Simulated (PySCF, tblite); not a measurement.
# CH2GaNO2, a small molecule taken as a stand-in for a surface group (gallia monomer): NMR shifts, core binding energies and electronic excitations

Wanted: the NMR shifts, core binding energies and electronic excitations for `N#[C][Ga]([OH])[OH]`.

Programs: tblite 0.8.0 and PySCF 2.14.0. All values are calculated, for the isolated system unless a continuum is named. Atoms count from 0, parts from 1.

### 1 Starting point

7 atoms, charge 0, multiplicity 1; geometry: distance geometry start.

### 2 Relaxing the cluster with GFN2-xTB

Job settings and geometry (Å):

```
{"job": {"kind": "relax", "xc": "GFN2-xTB", "basis": "xTB"}, "charge": 0, "multiplicity": 1}
O      0.969655    -1.521913    -1.122878
Ga     0.652776    -0.046187    -0.028500
O      2.054588     1.215335     0.106508
C     -1.174926     0.702882    -0.140264
N     -2.551245     1.044425    -0.095590
H      0.397152    -1.891169    -1.792989
H      2.970383     0.985491     0.185687
```

Level: GFN2-xTB geometry optimisation, gas phase.

On the command line:

```console
$ OMP_NUM_THREADS=1 python cluster_run.py task.json out
```

One launch serves the whole session: the jobs run in the order shown.

The log of the run:

```text
step      E/eV     max force
  0    -416.36708   14.276
  1    -419.07447    3.740
  2    -419.13200    3.680
  3    -419.24828    1.835
  4    -419.44102    2.329
  5    -419.48844    1.213
  6    -419.52190    0.469
  7    -419.53272    0.486
  8    -419.54048    0.320
  9    -419.54804    0.443
 10    -419.55839    0.616
 11    -419.56778    0.552
 12    -419.57376    0.263
 13    -419.57641    0.144
 14    -419.57858    0.221
 15    -419.58275    0.447
 16    -419.58773    0.632
 17    -419.59259    0.540
 18    -419.59521    0.165
 19    -419.59585    0.101
 20    -419.59647    0.225
 21    -419.59740    0.226
 22    -419.59851    0.230
 23    -419.59923    0.085
 24    -419.59945    0.055
 25    -419.59961    0.062
 26    -419.59981    0.080
 27    -419.60009    0.071
 28    -419.60048    0.087
 29    -419.60083    0.075
 30    -419.60106    0.037
 31    -419.60114    0.020
 32    -419.60117    0.024
 33    -419.60121    0.028
 34    -419.60130    0.045
 35    -419.60145    0.062
 36    -419.60162    0.053
 37    -419.60171    0.021
 38    -419.60173    0.011
 39    -419.60173    0.010
 40    -419.60174    0.012
 41    -419.60177    0.022
 42    -419.60179    0.028
 43    -419.60182    0.021
 44    -419.60183    0.009
 45    -419.60183    0.003
```

Wall time 0.56 s (1 thread of Arm Neoverse N1, shared host).

Relaxation path: (not every step is listed)

| step | energy from step 0 (eV) | largest force (eV/Å) |
| --- | --- | --- |
| 0 | 0.0000 | 14.2759 |
| 1 | -2.7074 | 3.7398 |
| 2 | -2.7649 | 3.6800 |
| 3 | -2.8812 | 1.8352 |
| 4 | -3.0739 | 2.3287 |
| 5 | -3.1214 | 1.2127 |
| 6 | -3.1548 | 0.4681 |
| 7 | -3.1656 | 0.4862 |
| 8 | -3.1734 | 0.3207 |
| 11 | -3.2007 | 0.5524 |
| 14 | -3.2115 | 0.2214 |
| 17 | -3.2255 | 0.5409 |
| 20 | -3.2294 | 0.2247 |
| 23 | -3.2321 | 0.0839 |
| 26 | -3.2327 | 0.0802 |
| 29 | -3.2337 | 0.0745 |
| 32 | -3.2341 | 0.0236 |
| 35 | -3.2344 | 0.0625 |
| 38 | -3.2346 | 0.0111 |
| 40 | -3.2347 | 0.0114 |
| 41 | -3.2347 | 0.0222 |
| 42 | -3.2347 | 0.0280 |
| 43 | -3.2347 | 0.0211 |
| 44 | -3.2348 | 0.0095 |
| 45 | -3.2348 | 0.0037 |

Close pairs (by a distance rule), those that changed most:

| bond | before (Å) | after (Å) | change (Å) |
| --- | --- | --- | --- |
| C3–N4 | 1.419 | 1.142 | -0.277 |
| Ga1–O2 | 1.891 | 1.723 | -0.167 |
| O0–Ga1 | 1.864 | 1.731 | -0.134 |
| O2–H6 | 0.948 | 0.957 | +0.010 |
| Ga1–C3 | 1.978 | 1.975 | -0.003 |
| O0–H5 | 0.956 | 0.954 | -0.002 |

### 3 Geometry optimisation at PBE0-D3(BJ)/def2-SVP

Job settings and geometry (Å):

```
{"job": {"xc": "PBE0", "basis": "def2-SVP", "d3": "d3bj", "grid": 2, "kind": "geom", "shake": 0.01}, "charge": 0, "multiplicity": 1}
O      0.583869    -1.477395    -0.789242
Ga     0.157967     0.018940     0.016008
O      1.377754     1.038120     0.651792
C     -1.652599     0.665945     0.282933
N     -2.769941     0.996046     0.415569
H     -0.005495    -2.102441    -1.197056
H      2.339065     0.826783     0.597149
```

The log of the run:

```text
step   0  E = -2168.44977411  max force = 0.043075
step   1  E = -2168.45368885  max force = 0.015828
step   2  E = -2168.45411296  max force = 0.002993
step   3  E = -2168.45418381  max force = 0.001190
step   4  E = -2168.45420779  max force = 0.000861
step   5  E = -2168.45421179  max force = 0.000196
optimisation converged
```

Wall time 41 s (1 thread of Arm Neoverse N1, shared host); peak memory 0.47 GiB.

Along the way:

| step | energy from step 0 (eV) | largest force component (eV/Å) |
| --- | --- | --- |
| 0 | 0.0000 | 2.2150 |
| 1 | -0.1065 | 0.8139 |
| 2 | -0.1181 | 0.1539 |
| 3 | -0.1200 | 0.0612 |
| 4 | -0.1206 | 0.0443 |
| 5 | -0.1208 | 0.0101 |

Distances of close pairs at the start and the end, largest changes first:

| bond | before (Å) | after (Å) | change (Å) |
| --- | --- | --- | --- |
| Ga1–O2 | 1.712 | 1.761 | +0.049 |
| O2–H6 | 0.986 | 0.964 | -0.022 |
| O0–Ga1 | 1.752 | 1.769 | +0.017 |
| Ga1–C3 | 1.941 | 1.925 | -0.016 |
| C3–N4 | 1.173 | 1.160 | -0.013 |
| O0–H5 | 0.951 | 0.963 | +0.012 |

The final coordinates are the input of the step that follows.

| at the end point | value |
| --- | --- |
| point group (found at 0.08 Å tolerance) | Cs |
| rotational constants (GHz, main isotopes) | 6.185, 2.567, 1.814 |
| dipole moment (D) | 3.19 |

### 4 NMR shieldings: PBE0/pcSseg-2

Job settings and geometry (Å):

```
{"job": {"kind": "nmr", "xc": "PBE0", "basis": "pcSseg-2"}, "charge": 0, "multiplicity": 1}
O      0.636951    -1.445350    -0.784837
Ga     0.174749     0.051354     0.036288
O      1.430120     1.097710     0.692721
C     -1.662625     0.587858     0.243699
N     -2.779053     0.882526     0.354214
H     -0.094070    -1.974384    -1.121123
H      2.324565     0.766329     0.556313
```

Method: GIAO PBE0/pcSseg-2 NMR shielding, non-relativistic, gas phase.

The log of the run:

```text
coarse grid: 33024 points
cycle   1  E = -2168.7285444736  dE =  2.353e-02  |g| = 1.592e+00  |ddm| = 2.162e+00
cycle   2  E = -2167.7757724972  dE =  9.528e-01  |g| = 2.863e+00  |ddm| = 1.775e+00
cycle   3  E = -2169.0099880948  dE = -1.234e+00  |g| = 3.497e-01  |ddm| = 1.375e+00
cycle   4  E = -2169.0247568362  dE = -1.477e-02  |g| = 2.437e-01  |ddm| = 2.403e-01
cycle   5  E = -2169.0348943208  dE = -1.014e-02  |g| = 7.684e-02  |ddm| = 1.215e-01
cycle   6  E = -2169.0360301137  dE = -1.136e-03  |g| = 1.306e-02  |ddm| = 3.707e-02
cycle   7  E = -2169.0360487911  dE = -1.868e-05  |g| = 3.426e-03  |ddm| = 7.145e-03
cycle   8  E = -2169.0360508855  dE = -2.094e-06  |g| = 7.975e-04  |ddm| = 2.339e-03
final grid: 68656 points
cycle   9  E = -2169.0360707401  dE =  4.805e-08  |g| = 1.150e-03  |ddm| = 1.259e-03
cycle  10  E = -2169.0360702625  dE =  4.776e-07  |g| = 2.017e-03  |ddm| = 1.392e-03
cycle  11  E = -2169.0360709660  dE = -7.035e-07  |g| = 2.754e-04  |ddm| = 8.723e-04
cycle  12  E = -2169.0360709810  dE = -1.496e-08  |g| = 8.128e-05  |ddm| = 1.604e-04
cycle  13  E = -2169.0360709822  dE = -1.209e-09  |g| = 1.651e-05  |ddm| = 3.862e-05
cycle  14  E = -2169.0360709822  dE = -4.729e-11  |g| = 4.333e-06  |ddm| = 7.794e-06
converged SCF energy = -2169.0360709822

GIAO shielding tensors (ppm)
atom      isotropic    diamagn.    paramagn.     s11        s22        s33       span
  0 O      263.082     381.766    -118.683    170.849    303.671    314.727    143.878
  1 Ga    1478.662    2641.716   -1163.054   1263.201   1496.967   1675.819    412.617
  2 O      279.857     380.379    -100.521    205.179    316.396    317.997    112.817
  3 C       59.219     260.681    -201.461    -58.484    -53.028    289.170    347.654
  4 N     -108.320     330.785    -439.105   -331.417   -311.067    317.524    648.942
  5 H       28.787      31.002      -2.214     21.175     23.428     41.758     20.583
  6 H       29.212      30.262      -1.050     20.904     23.795     42.938     22.035
```

It took 39 s on 1 thread of Arm Neoverse N1, shared host; peak memory 0.94 GiB.

Shifts follow as δ = σ(reference) − σ, with reference shieldings (ppm) from runs at the same level and on the same kind of geometry: 1H TMS 31.25, 13C TMS 184.1, 15N NH3 261.7, 17O H2O 328.2, 71Ga GaH4- 1718. The references are single molecules in the gas phase, so shifts against H2O, NH3, PH3, H3PO4 or CFCl3 are not on the usual liquid scales and can be off by tens of ppm. Shifts against hydride references such as AlH4− lie on their own scale.

| atoms | environment | σ (ppm) | δ (ppm) |
| --- | --- | --- | --- |
| C3 | carbon bonded to Ga, N | 59.2 | 124.9 |
| H5 | hydrogen on an oxygen bonded to Ga | 28.79 | 2.46 |
| H6 | hydrogen on an oxygen bonded to Ga | 29.21 | 2.03 |
| O0 | oxygen bonded to Ga, H | 263.1 | 65.1 |
| O2 | oxygen bonded to Ga, H | 279.9 | 48.3 |
| Ga1 | Ga bonded to C, 2 O | 1479 | 239 |
| N4 | nitrogen bonded to C | -108.3 | 370.0 |

The run also stored atomic charges by several schemes (e):

| atoms | Mulliken | IAO | Hirshfeld | ESP fit |
| --- | --- | --- | --- | --- |
| O0 | -0.55 | -0.77 | -0.37 | -0.73 |
| Ga1 | 0.91 | 1.13 | 0.67 | 0.98 |
| O2 | -0.54 | -0.76 | -0.36 | -0.73 |
| C3 | -0.10 | -0.17 | -0.08 | 0.03 |
| N4 | -0.14 | -0.17 | -0.19 | -0.34 |

Mayer bond orders: O0–Ga1 1.01, Ga1–O2 1.05, Ga1–C3 0.91, C3–N4 2.99.

### 5 Core-electron binding energies: SCAN, X2C

Settings changed since step 4:

```diff
@@ -1,2 +1,2 @@
-{"job": {"kind": "nmr", "xc": "PBE0", "basis": "pcSseg-2"}, "charge": 0, "multiplicity": 1}
+{"job": {"kind": "xps", "holes": 5}, "charge": 0, "multiplicity": 1}
 O      0.636951    -1.445350    -0.784837
```

Method: delta-SCF UKS SCAN, pcX-2 on the ionised atom, pcseg-1 elsewhere, spin-free X2C.

The log of the run:

```text
ground state, core basis on atom 0 (O), 124 functions
  cycle   1  E = -2184.03739385  |g| = 1.16e+00
  cycle   2  E = -2182.55636169  |g| = 2.81e+00
  cycle   3  E = -2184.26626022  |g| = 3.42e-01
  cycle   4  E = -2184.27918368  |g| = 2.86e-01
  cycle   5  E = -2184.29406121  |g| = 1.07e-01
  cycle   6  E = -2184.29648640  |g| = 4.56e-02
  cycle   7  E = -2184.29689208  |g| = 1.26e-02
  cycle   8  E = -2184.29692644  |g| = 2.29e-03
  cycle   9  E = -2184.29692908  |g| = 5.61e-04
  cycle  10  E = -2184.29692952  |g| = 7.89e-05
  E(ground) = -2184.56167209 Eh
hole in O 1s of atom 0
  cycle   1  E = -2163.66780379  |g| = 2.22e+00
  cycle   2  E = -2162.62653200  |g| = 2.43e+00
  cycle   3  E = -2164.03779493  |g| = 9.85e-01
  cycle   4  E = -2164.09563049  |g| = 9.11e-01
  cycle   5  E = -2164.47267819  |g| = 2.06e-01
  cycle   6  E = -2164.48820259  |g| = 1.25e-01
  cycle   7  E = -2164.49360072  |g| = 4.99e-02
  cycle   8  E = -2164.49480370  |g| = 8.47e-03
  cycle   9  E = -2164.49484817  |g| = 2.13e-03
  cycle  10  E = -2164.49484966  |g| = 7.28e-04
  cycle  11  E = -2164.49485067  |g| = 2.78e-04
  E(ion) = -2164.76121302 Eh   <S^2> = 0.7628   hole on atom = 1.000   binding energy = 538.798 eV
ground state, core basis on atom 2 (O), 124 functions
  cycle   1  E = -2184.29571896  |g| = 1.34e-01
  cycle   2  E = -2184.28744842  |g| = 2.28e-01
  cycle   3  E = -2184.29716272  |g| = 4.72e-02
  cycle   4  E = -2184.29747349  |g| = 2.42e-02
  cycle   5  E = -2184.29758619  |g| = 6.90e-03
  cycle   6  E = -2184.29759786  |g| = 2.83e-03
  cycle   7  E = -2184.29760224  |g| = 2.79e-04
  E(ground) = -2184.56198304 Eh
hole in O 1s of atom 2
  cycle   1  E = -2163.67077330  |g| = 2.22e+00
  cycle   2  E = -2162.39241346  |g| = 2.49e+00
  cycle   3  E = -2163.94460292  |g| = 1.06e+00
  cycle   4  E = -2164.09597443  |g| = 9.08e-01
  cycle   5  E = -2164.47153331  |g| = 2.05e-01
  cycle   6  E = -2164.49302353  |g| = 5.91e-02
  cycle   7  E = -2164.49498678  |g| = 1.40e-02
  cycle   8  E = -2164.49504584  |g| = 1.04e-02
  cycle   9  E = -2164.49508966  |g| = 3.73e-03
  cycle  10  E = -2164.49509735  |g| = 6.83e-04
  cycle  11  E = -2164.49509775  |g| = 2.83e-04
  E(ion) = -2164.76057078 Eh   <S^2> = 0.7625   hole on atom = 1.000   binding energy = 538.824 eV
ground state, core basis on atom 3 (C), 124 functions
  cycle   1  E = -2184.26892006  |g| = 9.96e-02
  cycle   2  E = -2184.26396959  |g| = 1.78e-01
  cycle   3  E = -2184.27009760  |g| = 2.56e-02
  cycle   4  E = -2184.27007210  |g| = 2.73e-02
  cycle   5  E = -2184.27023215  |g| = 4.20e-03
  cycle   6  E = -2184.27023679  |g| = 1.88e-03
  cycle   7  E = -2184.27023574  |g| = 2.17e-04
  E(ground) = -2184.53958137 Eh
hole in C 1s of atom 3
  cycle   1  E = -2172.98477572  |g| = 1.50e+00
  cycle   2  E = -2166.63954706  |g| = 3.00e+00
  cycle   3  E = -2169.38274995  |g| = 2.24e+00
  cycle   4  E = -2173.21046649  |g| = 8.57e-01
  cycle   5  E = -2173.40891334  |g| = 5.34e-01
  cycle   6  E = -2173.53084348  |g| = 6.97e-02
  cycle   7  E = -2173.53315413  |g| = 4.31e-02
  cycle   8  E = -2173.53377197  |g| = 2.79e-02
  cycle   9  E = -2173.53422511  |g| = 9.55e-03
  cycle  10  E = -2173.53435120  |g| = 6.11e-03
  cycle  11  E = -2173.53441767  |g| = 3.03e-03
  cycle  12  E = -2173.53445403  |g| = 9.08e-04
  cycle  13  E = -2173.53445738  |g| = 2.53e-04
  E(ion) = -2173.80202883 Eh   <S^2> = 0.8329   hole on atom = 1.000   binding energy = 292.184 eV
ground state, core basis on atom 4 (N), 124 functions
  cycle   1  E = -2184.27918701  |g| = 7.50e-02
  cycle   2  E = -2184.27812299  |g| = 7.36e-02
  cycle   3  E = -2184.27765679  |g| = 8.61e-02
  cycle   4  E = -2184.27931076  |g| = 2.96e-03
  cycle   5  E = -2184.27931276  |g| = 1.58e-03
  cycle   6  E = -2184.27931366  |g| = 2.70e-04
  E(ground) = -2184.54551860 Eh
hole in N 1s of atom 4
  cycle   1  E = -2168.66943826  |g| = 1.84e+00
  cycle   2  E = -2163.22499799  |g| = 3.02e+00
  cycle   3  E = -2168.06711796  |g| = 1.58e+00
  cycle   4  E = -2169.14516004  |g| = 7.14e-01
  cycle   5  E = -2169.27531246  |g| = 4.82e-01
  cycle   6  E = -2169.35334790  |g| = 1.40e-01
  cycle   7  E = -2169.36835141  |g| = 2.32e-02
  cycle   8  E = -2169.36892445  |g| = 1.24e-02
  cycle   9  E = -2169.36902014  |g| = 1.34e-02
  cycle  10  E = -2169.36912510  |g| = 7.29e-03
  cycle  11  E = -2169.36918228  |g| = 3.27e-03
  cycle  12  E = -2169.36918960  |g| = 1.09e-03
  cycle  13  E = -2169.36918979  |g| = 2.61e-04
  E(ion) = -2169.63491183 Eh   <S^2> = 0.8286   hole on atom = 1.000   binding energy = 405.738 eV
```

It took 21 s on 1 thread of Arm Neoverse N1, shared host; peak memory 0.39 GiB.

The holes in one table. −ε is the ground-state orbital energy:

| hole | stands for | environment | ΔSCF (eV) | −ε (eV) | ⟨S²⟩ |
| --- | --- | --- | --- | --- | --- |
| O1s on O0 | O0 | oxygen bonded to Ga, H | 538.80 | 517.3 | 0.763 |
| O1s on O2 | O2 | oxygen bonded to Ga, H | 538.82 | 517.3 | 0.763 |
| C1s on C3 | C3 | carbon bonded to Ga, N | 292.18 | 274.7 | 0.833 |
| N1s on N4 | N4 | nitrogen bonded to C | 405.74 | 386.6 | 0.829 |

### 6 TDDFT and polarisability: CAM-B3LYP/def2-SVPD

Settings changed since step 5:

```diff
@@ -1,2 +1,2 @@
-{"job": {"kind": "xps", "holes": 5}, "charge": 0, "multiplicity": 1}
+{"job": {"kind": "uv", "xc": "CAM-B3LYP", "basis": "def2-SVPD", "nstates": 6, "ntriplets": 2, "ip": true}, "charge": 0, "multiplicity": 1}
 O      0.636951    -1.445350    -0.784837
```

With the program's defaults for keys left out, this is: TDDFT CAM-B3LYP/def2-SVPD, vertical, gas phase, core orbitals frozen in the response.

The log of the run:

```text
coarse grid: 33024 points
cycle   1  E = -2168.7802670739  dE = -1.606e-02  |g| = 1.151e+00  |ddm| = 3.660e+00
cycle   2  E = -2168.3874588950  dE =  3.928e-01  |g| = 1.871e+00  |ddm| = 3.345e+00
cycle   3  E = -2169.0260344698  dE = -6.386e-01  |g| = 1.340e-01  |ddm| = 2.085e+00
cycle   4  E = -2169.0276235848  dE = -1.589e-03  |g| = 1.038e-01  |ddm| = 1.825e-01
cycle   5  E = -2169.0297064462  dE = -2.083e-03  |g| = 1.845e-02  |ddm| = 1.031e-01
cycle   6  E = -2169.0297683308  dE = -6.188e-05  |g| = 6.187e-03  |ddm| = 1.911e-02
cycle   7  E = -2169.0297744883  dE = -6.158e-06  |g| = 1.167e-03  |ddm| = 8.752e-03
final grid: 68656 points
cycle   8  E = -2169.0297442708  dE = -1.515e-07  |g| = 1.194e-03  |ddm| = 3.398e-03
cycle   9  E = -2169.0297441426  dE =  1.281e-07  |g| = 1.492e-03  |ddm| = 2.177e-03
cycle  10  E = -2169.0297444993  dE = -3.567e-07  |g| = 1.625e-04  |ddm| = 1.280e-03
cycle  11  E = -2169.0297445041  dE = -4.781e-09  |g| = 3.457e-05  |ddm| = 1.650e-04
cycle  12  E = -2169.0297445045  dE = -4.329e-10  |g| = 1.653e-05  |ddm| = 7.954e-05
converged SCF energy = -2169.0297445045

Static polarisability (au): isotropic 46.853, principal 35.253 45.801 59.506

Singlet excitations
state   eV       nm        f      main configurations
  1   6.5760    188.5   0.00000   H-1->L 0.67, H-3->L 0.14
  2   6.9204    179.2   0.00001   H->L+1 0.88
  3   7.0547    175.7   0.01260   H-2->L 0.54, H-1->L+2 0.16, H-5->L 0.10
  4   7.1236    174.0   0.02545   H->L 0.81
  5   7.2658    170.6   0.00319   H-3->L 0.66, H-1->L 0.21
  6   7.4294    166.9   0.00217   H-2->L+2 0.41, H-5->L+2 0.21, H-3->L 0.11

Triplet excitations (Tamm-Dancoff, eV): 5.6046 6.0621
Vertical ionisation energy (delta-SCF) = 12.2318 eV
Vertical electron affinity (delta-SCF) = -0.0717 eV
```

Wall time 2 min (1 thread of Arm Neoverse N1, shared host); peak memory 0.67 GiB.

Frontier orbitals and where they lie:

| orbital | eV | atoms |
| --- | --- | --- |
| HOMO−3 | -11.90 | N4 46 %, C3 24 %, O0 16 % |
| HOMO−2 | -11.59 | N4 28 %, O0 24 %, C3 24 % |
| HOMO−1 | -11.58 | N4 33 %, O0 27 %, C3 26 % |
| HOMO | -11.17 | O2 50 %, O0 37 %, Ga1 7 % |
| LUMO | -0.80 | Ga1 40 %, C3 23 %, N4 16 % |
| LUMO+1 | -0.50 | Ga1 59 %, O0 14 %, O2 11 % |
| LUMO+2 | 0.40 | Ga1 26 %, C3 23 %, N4 23 % |

With each of the 6 states as a Gaussian band of 0.4 eV half-width at 1/e, the curve within the window shown has maxima at 174 nm (ε 1,700) L/(mol cm). Beyond the last state computed it falls off for lack of states. The curve at chosen wavelengths:

```
 nm  ε (L/mol/cm)
160           217
162           387
164           624
166           911
168          1212
169          1351
171          1571
173          1681
175          1661
177          1523
179          1300
181          1039
183           780
184           660
186           455
188           297
190           184
192           109
194            62
196            34
198            18
199            13
201             6
203             3
205             1
207             1
```

Ground-state properties from the same run:

| property | computed |
| --- | --- |
| dipole moment (D) | 3.08 |
| polarisability (Å³) | 6.94 |
| HOMO–LUMO gap (eV) | 10.37 |
| −ε(HOMO) (eV) | 11.17 |

### 7 Summary of results

| quantity | value |
| --- | --- |
| point group | Cs |
| rotational constants (main isotopes) | 6.19, 2.57, 1.81 GHz |
| 13C shifts against TMS (PBE0/pcSseg-2) | 124.9 ppm |
| 1H shifts against TMS (PBE0/pcSseg-2) | 2.46, 2.03 ppm |
| 17O shifts against H2O (PBE0/pcSseg-2) | 65.1, 48.3 ppm |
| 71Ga shifts against GaH4- (PBE0/pcSseg-2) | 239 ppm |
| 15N shifts against NH3 (PBE0/pcSseg-2) | 370.0 ppm |
| O1s binding energies, SCAN/pcX-2 | O2 538.82, O0 538.80 eV |
| C1s binding energies, SCAN/pcX-2 | C3 292.18 eV |
| N1s binding energies, SCAN/pcX-2 | N4 405.74 eV |
| lowest singlet (CAM-B3LYP/def2-SVPD) | 6.58 eV (189 nm), f = 0.000 |
| brightest single state of those computed | state 4, 7.12 eV, f = 0.025 |
| lowest triplet | 5.60 eV |
| vertical ionisation energy (ΔSCF) | 12.23 eV |
| vertical electron affinity (ΔSCF) | -0.07 eV (unbound: the value hangs on the basis) |

**Reading.** Relaxing lowered the energy by 0.121 eV in 5 steps; the close pair that moved most is Ga1–O2, from 1.712 to 1.761 Å (PBE0/def2-SVP). No frequency check was run at this level, so the end point may be a saddle. At PBE0/pcSseg-2: Shielding is most anisotropic at N4 (span 649 ppm, paramagnetic term -439 ppm). The O1s levels computed lie within 0.03 eV of one another, too close to rank. The lowest singlet, at 6.58 eV, is HOMO−1→LUMO 0.67, HOMO−3→LUMO 0.14 and is dark; of the 6 states computed, the strongest absorption comes from state 4 at 7.12 eV. The lowest triplet lies 0.97 eV below the lowest singlet (triplets in Tamm-Dancoff, singlets in full TDDFT). The orbital energy would give 11.17 eV for ionisation, ΔSCF gives 12.23 eV. Spin-orbit coupling is left out, which matters for shieldings and couplings at and beside the heavy atoms.
